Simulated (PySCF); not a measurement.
# CBr2F2: the cost of one run

Programs: PySCF 2.14.0, with routines of our own; each step states its level. All values are computed. Atoms count from 0.

### Step 1. The starting structure

5 atoms, charge 0, multiplicity 1; geometry from: GFN2-xTB.

### Step 2. Geometry optimisation at PBE0-D3(BJ)/def2-SVP

What the job is given:

```
{"job": {"xc": "PBE0", "basis": "def2-SVP", "d3": "d3bj", "grid": 1, "maxiter": 30, "shake": 0.01, "kind": "geom"}, "charge": 0, "multiplicity": 1}
F      0.020330    -0.956990    -1.046400
C     -0.006550    -0.133330    -0.002400
F     -0.053510    -0.876850     1.082120
Br     1.661210     0.938920    -0.005290
Br    -1.587910     0.994280    -0.065920
```

Started as:

```bash
> OMP_NUM_THREADS=1 python heavy_run.py task.json out
```

This one command runs all jobs of the session in turn.

Q: Estimate the wall time and peak memory of this first job on 1 thread of Arm Neoverse V1, shared host.

About 30 s, with a peak of 0.42 GiB.
